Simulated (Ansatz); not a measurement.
# LaAl2Ag3 (P6/mmm): the equilibrium volume, part 2 of 2

Aim: the volume at which the pressure of LaAl2Ag3 (P6/mmm) vanishes.

Ansatz 0.2.0; DFT PBEsol, scalar-relativistic, plane waves, PAW.

### 3 Relaxing cell and atoms

input.yaml reads:

```yaml
crystal:
  lattice:
    - [5.5834878, 0.0, 0.0]
    - [-2.7917439, 4.83544228, 0.0]
    - [0.0, 0.0, 4.53601996]
  atoms:
    - { symbol: La, position: [0.0, 0.0, 0.0] }
    - { symbol: Al, position: [0.3333333333, 0.6666666667, 0.0] }
    - { symbol: Al, position: [0.6666666667, 0.3333333333, 0.0] }
    - { symbol: Ag, position: [0.5, 0.0, 0.5] }
    - { symbol: Ag, position: [0.5, 0.5, 0.5] }
    - { symbol: Ag, position: [0.0, 0.5, 0.5] }
basis:
  ecutwfc: 420
kpoints:
  mp_grid: { grid: [6, 6, 8] }
hamiltonian:
  xc: pbesol
scf:
  occupations: { method: gaussian, width: 0.05 }
output:
  forces: true
  stress: true
  eigenvalues: true
relax:
  adjacent_minimum: "off"
  f_tol: 0.005
  max_steps: 80
  cell: { stress_tol: 0.05 }
```

On the command line:

```sh
$ ansatz run input.yaml --threads 8 --pin off --max-ram 14336MiB --backend cpu --events-out ev --progress --plain --runs-dir out
```

The log of the run:

```text
Warning: RAYON_NUM_THREADS=8 ignored (pool sized by the plan → 8); use --threads N
Engine: ansatz 0.2.0, aarch64-unknown-linux-gnu
Pseudopotentials: kind: paw
Pseudopotential: La, paw, valence charge 11, recommended cutoff 420 eV (normal), La.paw.azcp
Pseudopotential: Al, paw, valence charge 3, recommended cutoff 420 eV (normal), Al.paw.azcp
Pseudopotential: Ag, paw, valence charge 19, recommended cutoff 420 eV (normal), Ag.paw.azcp
Functional definition: PBEsol
  exchange = pbesol_x
  correlation = pbesol_c
Crystal: 6 atoms, lattice volume = 122.466 Å³
Basis set: ecut = 420 eV, 2367 PW (Γ), exchange–correlation on 80×80×64 points (8 copies of the dense FFT grid, shifted against one another)
Bands: 45, of which v1, the nominal top of the filled ones, is band 37 counted from 1 (36 counted from 0)
Symmetry: 24 space group operations
Space group: P6/mmm (ITA 191), of the structure as read, at distance tolerance 5.0e-5 Å
k-points: 35 of 288
Non-local potential: La, projectors of the file, l = 0: 3, l = 1: 2, l = 2: 2, l = 3: 3
Non-local potential: Al, projectors of the file, l = 0: 2, l = 1: 2, l = 2: 1
Non-local potential: Ag, projectors of the file, l = 0: 3, l = 1: 2, l = 2: 2, l = 3: 1
PAW form: soft (Blöchl's): semilocal exchange-correlation on the pseudo side does not see the compensation charge
PAW frozen core: La, regenerated for the run's functional, and the local potential with it (the file was generated under x = pbe(κ = 0.804, μ = 0.2195149727645171), c = pbe(β = 0.06672455060314922))
PAW frozen core: Al, regenerated for the run's functional, and the local potential with it (the file was generated under x = pbe(κ = 0.804, μ = 0.2195149727645171), c = pbe(β = 0.06672455060314922))
PAW frozen core: Ag, regenerated for the run's functional, and the local potential with it (the file was generated under x = pbe(κ = 0.804, μ = 0.2195149727645171), c = pbe(β = 0.06672455060314922))
PAW one-centre angular grid: La, 590 points (default); XC on 64 Gauss nodes
PAW one-centre angular grid: Al, 110 points (default); XC on 64 Gauss nodes
PAW one-centre angular grid: Ag, 590 points (default); XC on 64 Gauss nodes
Initial density: superposition of atomic densities (neutral atoms: chi_scale 0, normalization atom), corrected by the library's trained network
Initial wavefunctions: pseudopotential atomic-orbital guess
Functional: x = pbesol(κ = 0.804, μ = 0.12345679012345678), c = pbesol(β = 0.046)
SCF iter   1: F=—  HF=-29778.693823 eV  |F-HF|=—  |Δ(HF+E_count)|=         —  Δρ=5.88e-3  dr2=4.69e-2  ethr=1.77e-3  ⟨swp⟩=6.2  Hψ=5644  notcnv=0
preconditioner: auto → Kerker (q_TF=auto, 2.509 Å⁻¹)  [metal: Δε(μ)=0.042 eV  Ē_g=7.309 eV  σ=0.050 eV  W_gap=0.45  n_scr=26 (ndim 8)  ℏωp=23.2 eV  f_vac=0.000  D(μ)=3.48/eV (n_scr^D=26)]
SCF iter   2: F=—  HF=-29778.683917 eV  |F-HF|=—  |Δ(HF+E_count)|=   9.91e-3  Δρ=1.92e-3  dr2=8.63e-3  ethr=6.34e-5  ⟨swp⟩=2.1  Hψ=3139  notcnv=0
preconditioner: auto → Resta (q_TF=auto, 2.509 Å⁻¹)  ε∞=11.0  [insulator: Δε(μ)=0.060 eV  Ē_g=7.361 eV  σ=0.050 eV  W_gap=0.60  n_scr=26 (ndim 8)  ℏωp=23.2 eV  f_vac=0.000  D(μ)=3.37/eV (n_scr^D=20)  ε∞_Penn≈11.0]
SCF iter   3: F=—  HF=-29778.682017 eV  |F-HF|=—  |Δ(HF+E_count)|=   1.90e-3  Δρ=9.40e-4  dr2=2.39e-3  ethr=1.17e-5  ⟨swp⟩=1.9  Hψ=1746  notcnv=0
SCF iter   4: F=—  HF=-29778.681332 eV  |F-HF|=—  |Δ(HF+E_count)|=   6.86e-4  Δρ=1.32e-4  dr2=2.18e-5  ethr=3.23e-6  ⟨swp⟩=2.0  Hψ=2438  notcnv=0
SCF iter   5: F=—  HF=-29778.681347 eV  |F-HF|=—  |Δ(HF+E_count)|=   1.55e-5  Δρ=4.01e-5  dr2=1.80e-6  ethr=2.95e-8  ⟨swp⟩=2.0  Hψ=2731  notcnv=0
SCF iter   6: F=-29778.681347 eV  HF=-29778.681347 eV  |F-HF|=6.84e-9  |Δ(HF+E_count)|=   2.16e-7  Δρ=7.14e-6  dr2=5.85e-8  ethr=1.35e-10  ⟨swp⟩=8.3  Hψ=8131  notcnv=0
SCF 1 converged in 6 iterations: F = -29778.681347 eV  dr2 = 5.85e-8
relax step   1: F+E_penalty+E_count = -29778.68134708 eV  Δ(F+E_penalty+E_count) = +0.000e0 eV  max|allowed force component| = 8.327e-17 eV/Å  Δτ_max = 0.0000 Å  P = -3.179 GPa  Ω = 122.466 Å³  (6 SCF iters, dr2 threshold 1.00e-7 eV, accepted)
Crystal: 6 atoms, lattice volume = 117.066 Å³
Basis set: ecut = 420 eV, 2283 PW (Γ), exchange–correlation on 80×80×64 points (8 copies of the dense FFT grid, shifted against one another)
Initial density: handed on by an earlier stage of this run
Initial wavefunctions: those handed on with the density
iter 1 solved again at ethr=1.99e-4 eV; its pass at ethr=3.10e-3 eV (dr2=1.47e-1 eV) is discarded
SCF iter   1: F=—  HF=-29778.914044 eV  |F-HF|=—  |Δ(HF+E_count)|=         —  Δρ=9.58e-3  dr2=1.50e-1  ethr=1.99e-4  ⟨swp⟩=1.1  Hψ=7518  notcnv=0
preconditioner: auto → Kerker (q_TF=auto, 2.528 Å⁻¹)  [metal: Δε(μ)=0.031 eV  Ē_g=7.417 eV  σ=0.050 eV  W_gap=0.32  n_scr=26 (ndim 8)  ℏωp=23.8 eV  f_vac=0.000  D(μ)=3.40/eV (n_scr^D=26)]
SCF iter   2: F=—  HF=-29778.881058 eV  |F-HF|=—  |Δ(HF+E_count)|=   3.30e-2  Δρ=3.19e-3  dr2=1.05e-2  ethr=1.99e-4  ⟨swp⟩=2.1  Hψ=2558  notcnv=0
preconditioner: auto → Resta (q_TF=auto, 2.528 Å⁻¹)  ε∞=11.0  [insulator: Δε(μ)=0.056 eV  Ē_g=7.527 eV  σ=0.050 eV  W_gap=0.51  n_scr=26 (ndim 8)  ℏωp=23.8 eV  f_vac=0.000  D(μ)=3.06/eV (n_scr^D=20)  ε∞_Penn≈11.0]
SCF iter   3: F=—  HF=-29778.878552 eV  |F-HF|=—  |Δ(HF+E_count)|=   2.51e-3  Δρ=1.57e-3  dr2=2.39e-3  ethr=1.42e-5  ⟨swp⟩=2.4  Hψ=2685  notcnv=0
SCF iter   4: F=—  HF=-29778.878220 eV  |F-HF|=—  |Δ(HF+E_count)|=   3.32e-4  Δρ=2.87e-4  dr2=7.89e-5  ethr=3.23e-6  ⟨swp⟩=2.0  Hψ=2413  notcnv=0
SCF iter   5: F=—  HF=-29778.878247 eV  |F-HF|=—  |Δ(HF+E_count)|=   2.71e-5  Δρ=7.40e-5  dr2=5.84e-6  ethr=1.07e-7  ⟨swp⟩=2.0  Hψ=2606  notcnv=0  defer=1
SCF iter   6: F=-29778.878248 eV  HF=-29778.878248 eV  |F-HF|=4.09e-8  |Δ(HF+E_count)|=   1.39e-7  Δρ=1.02e-5  dr2=1.96e-7  ethr=8.11e-10  ⟨swp⟩=7.2  Hψ=7750  notcnv=0
SCF 2 converged in 6 iterations: F = -29778.878248 eV  dr2 = 1.96e-7
relax step   2: F+E_penalty+E_count = -29778.87824753 eV  Δ(F+E_penalty+E_count) = -1.969e-1 eV  max|allowed force component| = 4.626e-17 eV/Å  Δτ_max = 0.0000 Å  P = +0.825 GPa  Ω = 117.066 Å³  energy of the carried Pulay correction = +1.210e-3 eV  (6 SCF iters, dr2 threshold 6.00e-7 eV, accepted)
Crystal: 6 atoms, lattice volume = 118.299 Å³
Basis set: ecut = 420 eV, 2317 PW (Γ), exchange–correlation on 80×80×64 points (8 copies of the dense FFT grid, shifted against one another)
iter 1 solved again at ethr=3.27e-5 eV; its pass at ethr=3.10e-3 eV (dr2=2.42e-2 eV) is discarded
SCF iter   1: F=—  HF=-29778.927690 eV  |F-HF|=—  |Δ(HF+E_count)|=         —  Δρ=3.53e-3  dr2=2.38e-2  ethr=3.27e-5  ⟨swp⟩=2.1  Hψ=9540  notcnv=0
preconditioner: auto → Kerker (q_TF=auto, 2.523 Å⁻¹)  [metal: Δε(μ)=0.010 eV  Ē_g=7.607 eV  σ=0.050 eV  W_gap=0.12  n_scr=26 (ndim 8)  ℏωp=23.7 eV  f_vac=0.000  D(μ)=3.05/eV (n_scr^D=20)]
SCF iter   2: F=—  HF=-29778.923470 eV  |F-HF|=—  |Δ(HF+E_count)|=   4.22e-3  Δρ=2.20e-3  dr2=1.04e-2  ethr=3.22e-5  ⟨swp⟩=2.3  Hψ=1951  notcnv=0
SCF iter   3: F=—  HF=-29778.920910 eV  |F-HF|=—  |Δ(HF+E_count)|=   2.56e-3  Δρ=3.87e-4  dr2=1.69e-4  ethr=1.41e-5  ⟨swp⟩=2.1  Hψ=2423  notcnv=0
SCF iter   4: F=—  HF=-29778.920888 eV  |F-HF|=—  |Δ(HF+E_count)|=   2.17e-5  Δρ=1.84e-4  dr2=4.15e-5  ethr=2.28e-7  ⟨swp⟩=2.0  Hψ=2883  notcnv=0
SCF iter   5: F=—  HF=-29778.920884 eV  |F-HF|=—  |Δ(HF+E_count)|=   4.70e-6  Δρ=6.95e-5  dr2=8.50e-6  ethr=5.61e-8  ⟨swp⟩=2.1  Hψ=2782  notcnv=0
SCF iter   6: F=—  HF=-29778.920884 eV  |F-HF|=—  |Δ(HF+E_count)|=   1.79e-7  Δρ=2.06e-5  dr2=1.01e-6  ethr=1.15e-8  ⟨swp⟩=2.0  Hψ=2644  notcnv=0
SCF iter   7: F=-29778.920883 eV  HF=-29778.920883 eV  |F-HF|=2.82e-8  |Δ(HF+E_count)|=   2.57e-7  Δρ=5.47e-6  dr2=8.38e-8  ethr=8.11e-10  ⟨swp⟩=7.0  Hψ=7750  notcnv=0
SCF 3 converged in 7 iterations: F = -29778.920883 eV  dr2 = 8.38e-8
relax step   3: F+E_penalty+E_count = -29778.92088326 eV  Δ(F+E_penalty+E_count) = -4.264e-2 eV  max|allowed force component| = 9.869e-17 eV/Å  Δτ_max = 0.0000 Å  P = +0.242 GPa  Ω = 118.299 Å³  energy of the carried Pulay correction = +1.025e-3 eV  (7 SCF iters, dr2 threshold 6.00e-7 eV, accepted)
Crystal: 6 atoms, lattice volume = 118.614 Å³
Basis set: ecut = 420 eV, 2295 PW (Γ), exchange–correlation on 80×80×64 points (8 copies of the dense FFT grid, shifted against one another)
iter 1 solved again at ethr=1.98e-6 eV; its pass at ethr=3.10e-3 eV (dr2=1.47e-3 eV) is discarded
SCF iter   1: F=—  HF=-29778.927105 eV  |F-HF|=—  |Δ(HF+E_count)|=         —  Δρ=1.13e-3  dr2=1.51e-3  ethr=1.98e-6  ⟨swp⟩=2.2  Hψ=8779  notcnv=0
preconditioner: auto → Kerker (q_TF=auto, 2.522 Å⁻¹)  [metal: Δε(μ)=0.029 eV  Ē_g=7.511 eV  σ=0.050 eV  W_gap=0.32  n_scr=26 (ndim 8)  ℏωp=23.6 eV  f_vac=0.000  D(μ)=2.45/eV (n_scr^D=8)]
SCF iter   2: F=—  HF=-29778.926731 eV  |F-HF|=—  |Δ(HF+E_count)|=   3.74e-4  Δρ=5.15e-4  dr2=2.50e-4  ethr=1.98e-6  ⟨swp⟩=2.0  Hψ=2083  notcnv=0
SCF iter   3: F=—  HF=-29778.926693 eV  |F-HF|=—  |Δ(HF+E_count)|=   3.81e-5  Δρ=2.05e-4  dr2=4.43e-5  ethr=3.38e-7  ⟨swp⟩=2.7  Hψ=2713  notcnv=0
SCF iter   4: F=—  HF=-29778.926685 eV  |F-HF|=—  |Δ(HF+E_count)|=   7.93e-6  Δρ=3.56e-5  dr2=1.74e-6  ethr=5.99e-8  ⟨swp⟩=2.1  Hψ=2471  notcnv=0
SCF iter   5: F=-29778.926685 eV  HF=-29778.926685 eV  |F-HF|=3.64e-8  |Δ(HF+E_count)|=   1.76e-7  Δρ=7.56e-6  dr2=9.25e-8  ethr=8.11e-10  ⟨swp⟩=7.1  Hψ=8035  notcnv=0
SCF 4 converged in 5 iterations: F = -29778.926685 eV  dr2 = 9.25e-8
relax step   4: F+E_penalty+E_count = -29778.92668475 eV  Δ(F+E_penalty+E_count) = -5.801e-3 eV  max|allowed force component| = 1.002e-16 eV/Å  Δτ_max = 0.0000 Å  P = -0.156 GPa  Ω = 118.614 Å³  energy of the carried Pulay correction = +9.368e-4 eV  (5 SCF iters, dr2 threshold 6.00e-7 eV, accepted)
Crystal: 6 atoms, lattice volume = 118.446 Å³
Basis set: ecut = 420 eV, 2293 PW (Γ), exchange–correlation on 80×80×64 points (8 copies of the dense FFT grid, shifted against one another)
iter 1 solved again at ethr=2.16e-7 eV; its pass at ethr=3.10e-3 eV (dr2=1.60e-4 eV) is discarded
SCF iter   1: F=—  HF=-29778.927050 eV  |F-HF|=—  |Δ(HF+E_count)|=         —  Δρ=3.41e-4  dr2=1.79e-4  ethr=2.16e-7  ⟨swp⟩=3.0  Hψ=8025  notcnv=0
preconditioner: auto → Kerker (q_TF=auto, 2.523 Å⁻¹)  [metal: Δε(μ)=0.026 eV  Ē_g=7.509 eV  σ=0.050 eV  W_gap=0.28  n_scr=26 (ndim 8)  ℏωp=23.6 eV  f_vac=0.000  D(μ)=2.29/eV (n_scr^D=8)]
SCF iter   2: F=—  HF=-29778.927017 eV  |F-HF|=—  |Δ(HF+E_count)|=   3.35e-5  Δρ=1.23e-4  dr2=1.46e-5  ethr=2.16e-7  ⟨swp⟩=2.0  Hψ=2288  notcnv=0
SCF iter   3: F=—  HF=-29778.927013 eV  |F-HF|=—  |Δ(HF+E_count)|=   3.50e-6  Δρ=5.97e-5  dr2=3.30e-6  ethr=1.98e-8  ⟨swp⟩=2.3  Hψ=2535  notcnv=0
SCF iter   4: F=-29778.927013 eV  HF=-29778.927013 eV  |F-HF|=6.82e-9  |Δ(HF+E_count)|=   5.70e-7  Δρ=9.49e-6  dr2=7.26e-8  ethr=4.23e-10  ⟨swp⟩=4.9  Hψ=8142  notcnv=0
SCF 5 converged in 4 iterations: F = -29778.927013 eV  dr2 = 7.26e-8
relax step   5: F+E_penalty+E_count = -29778.92701251 eV  Δ(F+E_penalty+E_count) = -3.278e-4 eV  max|allowed force component| = 8.172e-17 eV/Å  Δτ_max = 0.0000 Å  P = -0.000 GPa  Ω = 118.446 Å³  energy of the carried Pulay correction = +9.764e-4 eV  (4 SCF iters, dr2 threshold 3.13e-7 eV, accepted)
Basis set: ecut = 420 eV, 2293 PW (Γ), exchange–correlation on 80×80×60 points (8 copies of the dense FFT grid, shifted against one another)
Initial wavefunctions: pseudopotential atomic-orbital guess (no wavefunctions were taken with the density)
iter 1 solved again at ethr=1.52e-7 eV; its pass at ethr=3.10e-3 eV (dr2=1.13e-4 eV) is discarded
SCF iter   1: F=—  HF=-29778.926442 eV  |F-HF|=—  |Δ(HF+E_count)|=         —  Δρ=1.26e-4  dr2=2.61e-6  ethr=1.52e-7  ⟨swp⟩=3.8  Hψ=10083  notcnv=0
preconditioner: auto → Kerker (q_TF=auto, 2.523 Å⁻¹)  [metal: Δε(μ)=0.025 eV  Ē_g=7.513 eV  σ=0.050 eV  W_gap=0.28  n_scr=26 (ndim 8)  ℏωp=23.6 eV  f_vac=0.000  D(μ)=2.28/eV (n_scr^D=8)]
SCF iter   2: F=—  HF=-29778.926497 eV  |F-HF|=—  |Δ(HF+E_count)|=   5.48e-5  Δρ=6.35e-5  dr2=6.79e-7  ethr=3.53e-9  ⟨swp⟩=2.4  Hψ=2739  notcnv=0
SCF iter   3: F=—  HF=-29778.926498 eV  |F-HF|=—  |Δ(HF+E_count)|=   9.16e-7  Δρ=1.12e-5  dr2=3.83e-8  ethr=9.17e-10  ⟨swp⟩=2.2  Hψ=2548  notcnv=0
SCF iter   4: F=—  HF=-29778.926498 eV  |F-HF|=—  |Δ(HF+E_count)|=   2.54e-8  Δρ=1.77e-6  dr2=1.89e-9  ethr=5.17e-11  ⟨swp⟩=2.0  Hψ=2806  notcnv=0
SCF iter   5: F=—  HF=-29778.926498 eV  |F-HF|=—  |Δ(HF+E_count)|=   1.30e-9  Δρ=3.06e-7  dr2=1.10e-10  ethr=2.56e-12  ⟨swp⟩=2.0  Hψ=2629  notcnv=0
SCF iter   6: F=-29778.926498 eV  HF=-29778.926498 eV  |F-HF|=7.28e-12  |Δ(HF+E_count)|=  1.09e-11  Δρ=9.30e-8  dr2=9.67e-12  ethr=1.00e-12  ⟨swp⟩=5.3  Hψ=5892  notcnv=0
SCF 6 converged in 6 iterations: F = -29778.926498 eV  dr2 = 9.67e-12
relax step   6: F+E_penalty+E_count = -29778.92649809 eV  Δ(F+E_penalty+E_count) = +5.144e-4 eV  max|allowed force component| = 5.397e-17 eV/Å  Δτ_max = 0.0000 Å  P = -0.002 GPa  Ω = 118.446 Å³  stress off target by 1.40e-2 GPa  SCF on the basis re-selected at this cell (its energy is not comparable with the rows above)  (6 SCF iters)
basis re-selected at this cell: Δ(F+E_penalty+E_count) = +5.144e-4 eV, ΔP = -0.002 GPa vs the last step (what re-selecting the basis moved, of the pressure what is left beyond the Pulay correction that the steps carried, after the strain that the cell walked since its last selection, with what the two solves' SCF thresholds leave and, on support functions, any second-order correction that the steps lacked; it is no measure of the basis error at this ecutwfc). The dense FFT grid was sized anew with the basis: this SCF ran on 40×40×30 points, the steps before it on 40×40×32, so part of this shift can come from that change (see relax.cell in the input reference). This SCF's stress stands 1.40e-2 GPa from its target on what of the cell is left free (relax.cell.stress_tol is 5.00e-2 GPa) and its largest allowed force component is 5.40e-17 eV/Å (relax.f_tol is 5.00e-3 eV/Å): within both
SCF converged after 6 iterations
Free energy (F): -29778.926498 eV
Harris-Foulkes:  -29778.926498 eV  (|F-HF|=7.28e-12)
Internal energy: -29778.923652 eV  (E = F + TS)
E sigma→0 (E₀):  -29778.925075 eV
Entropy (-TS):   -0.002846 eV (-0.474 meV/atom)
Fermi energy:    13.249842 eV
--- Per-component energies (eV) ---
  E_band       = -947.213453
  E_kinetic    = 1817.988299
  E_local      = -9861.277967  (includes V_loc(G=0)·N_el)
  E_nonlocal   = 358.478999
  E_hartree    = 4473.168430
  E_xc         = -770.674922
  E_vxc        = -911.991263  (∫ρ·V_xc dr)
  E_paw        = -17735.960015  (= ΣΔE_a)
  E_vpaw       = -1296.749475  (= ΣTr[D̂ρ^β])
  E_aug_tail   = 0.000868  (compensation charges beyond the density's cutoff)
  E_ewald      = -8061.823350
  E_core_change = 1.176005  (= ΣΔE_core)
  E_smearing   = -0.002846  (= −TS)
  E_closure    = -0.000000  (closes the sum)
  Σ components = -29778.926498   (vs F -29778.926498, Δ=0.00e0)
--- Forces (eV/Å), atoms counted from 1 ---
  atom   1  La    -0.00000000    -0.00000000     0.00000000
  atom   2  Al     0.00000000     0.00000000     0.00000000
  atom   3  Al    -0.00000000    -0.00000000     0.00000000
  atom   4  Ag     0.00000000     0.00000000     0.00000000
  atom   5  Ag     0.00000000    -0.00000000     0.00000000
  atom   6  Ag     0.00000000    -0.00000000     0.00000000
  max |Σ_I F_I| component: 9.25e-18 eV/Å
--- Stress (GPa, compression-positive) ---
       -0.010579       0.000000       0.000000
        0.000000      -0.010579       0.000000
        0.000000       0.000000       0.014009
  P = ⅓ Tr σ = -0.0024 GPa (-0.024 kbar)
--- Band table (eV; the first three rows and the last of 35) ---
  k-point 0: bands = ["-79.4049", "-79.3949", "-79.3949", "-42.9727", "-42.9581", "-42.9451", "-42.9451", "-42.8747", "-42.8747", "-42.7870", "-42.7870", "-42.7568", "-19.6544", "-3.4038", "-3.4038", "-3.1710", "4.2766", "6.6028", "6.6220", "7.0887", "7.0887", "7.5283", "7.5283", "7.5613", "7.6830", "7.6830", "8.6703", "8.6703", "8.7487", "8.8875", "8.8875", "9.1030", "9.8211", "11.9698", "11.9698", "12.6376", "13.3454", "13.3454", "13.3900", "14.7922", "14.7922", "14.8837", "14.8837", "14.9278", "15.0343"]
  k-point 1: bands = ["-79.4048", "-79.3949", "-79.3949", "-42.9727", "-42.9583", "-42.9452", "-42.9452", "-42.8747", "-42.8747", "-42.7870", "-42.7870", "-42.7568", "-19.6518", "-3.4005", "-3.4005", "-3.2174", "4.4226", "6.4752", "6.6056", "7.1302", "7.1302", "7.6120", "7.6120", "7.6171", "7.6732", "7.6732", "8.6655", "8.6655", "8.7379", "8.8910", "8.8910", "9.4088", "9.8213", "11.6389", "11.8645", "11.8645", "13.2150", "13.2150", "14.0269", "14.8100", "14.8100", "14.8510", "14.8510", "14.9377", "15.0056"]
  k-point 2: bands = ["-79.4048", "-79.3949", "-79.3949", "-42.9726", "-42.9585", "-42.9453", "-42.9453", "-42.8747", "-42.8747", "-42.7870", "-42.7870", "-42.7568", "-19.6456", "-3.3925", "-3.3925", "-3.3267", "4.8408", "6.1974", "6.6043", "7.1976", "7.1976", "7.6504", "7.6504", "7.7396", "7.8895", "7.8895", "8.6551", "8.6551", "8.7119", "8.9026", "8.9026", "9.8217", "10.1476", "10.2280", "11.5403", "11.5403", "12.8978", "12.8978", "14.6206", "14.7487", "14.7487", "14.8467", "14.8693", "14.8693", "14.9613"]
  k-point 34: bands = ["-79.3999", "-79.3999", "-79.3949", "-42.9523", "-42.9523", "-42.9456", "-42.9183", "-42.9183", "-42.8600", "-42.8018", "-42.7774", "-42.7774", "-19.6365", "-3.4579", "-3.3990", "-3.3990", "6.3191", "6.3191", "7.1996", "7.1996", "7.5177", "7.5767", "7.9837", "7.9837", "8.1591", "8.1591", "8.2839", "8.3782", "8.3782", "8.4055", "8.9357", "9.2420", "9.2420", "9.6453", "9.6453", "11.3441", "12.1702", "14.6185", "14.6185", "14.6322", "14.6322", "14.7704", "14.8538", "14.9218", "15.1492"]
--- Relaxed structure (5 steps of the walk, 5 accepted, 1 SCFs on fresh bases) ---
  F+E_penalty+E_count = -29778.92649809 eV   max|allowed force component| = 5.397e-17 eV/Å   (the final SCF, on the basis selected at the relaxed cell)
  cell:  # Å, volume = 118.4458 Å³
    - [5.719054653235596, 7.488715479583344e-34, 0.0]
    - [-2.859527326617798, 4.95284661533363, 0.0]
    - [0.0, 0.0, 4.181580405672212]
  atoms:
    - { symbol: La, position: [3.7722619581279054e-35, -7.434527678975482e-36, 0.0] }
    - { symbol: Al, position: [0.33333333333333337, 0.6666666666666669, 0.0] }
    - { symbol: Al, position: [0.6666666666666667, 0.33333333333333337, 0.0] }
    - { symbol: Ag, position: [0.5, -7.475044288183676e-35, 0.5] }
    - { symbol: Ag, position: [0.5, 0.5, 0.5] }
    - { symbol: Ag, position: [0.0, 0.5, 0.5] }
```

Wall time 12 s (8 threads of Arm Neoverse V1, shared host); peak memory 0.7 GiB.

Relaxation path:

```
step  energy from step 1 (meV/atom)  largest force component (eV/Å)  pressure (GPa)  volume (Å³/atom)
   1                            0.0                           0.000           -3.18            20.411
   2                          -32.8                           0.000            0.83            19.511
   3                          -39.9                           0.000            0.24            19.716
   4                          -40.9                           0.000           -0.16            19.769
   5                          -40.9                           0.000            0.00            19.741
   6                          -40.9                           0.000            0.00            19.741
```

Step 1 is the start. Step 6 repeats the geometry before it on a plane-wave basis chosen anew for the final cell, which shifts the energy by +0.1 meV/atom.

Result: volume 19.741 Å³/atom, pressure 0.00 GPa, metallic.

### 4 The cell, before and after

The cell before and after:

| cell as typed | before | after | change |
| --- | --- | --- | --- |
| a (Å) | 5.583 | 5.719 | +2.4 % |
| b (Å) | 5.583 | 5.719 | +2.4 % |
| c (Å) | 4.536 | 4.182 | -7.8 % |
| volume (Å³/atom) | 20.411 | 19.741 | -3.3 % |
| shortest distance (Å) | 2.782 | 2.664 | -4.3 % |
| space group | P6/mmm | P6/mmm | same |

### 5 Summary of results

This closing draws on all 2 parts. Changes of volume or cell count from the first structure of part 1.

| quantity | value |
| --- | --- |
| volume | 19.741 Å³/atom |
| pressure | 0.00 GPa |
| conventional cell | a = 5.719 Å, b = 5.719 Å, c = 4.182 Å, α = 90.00°, β = 90.00°, γ = 120.00° |
| gap on the mesh | none (metal) |

**Reading.** From the first run shown, the volume went from 20.41 to 19.74 Å³/atom (-3.3 %) in 2 runs, where the pressure is zero within 0.01 GPa.
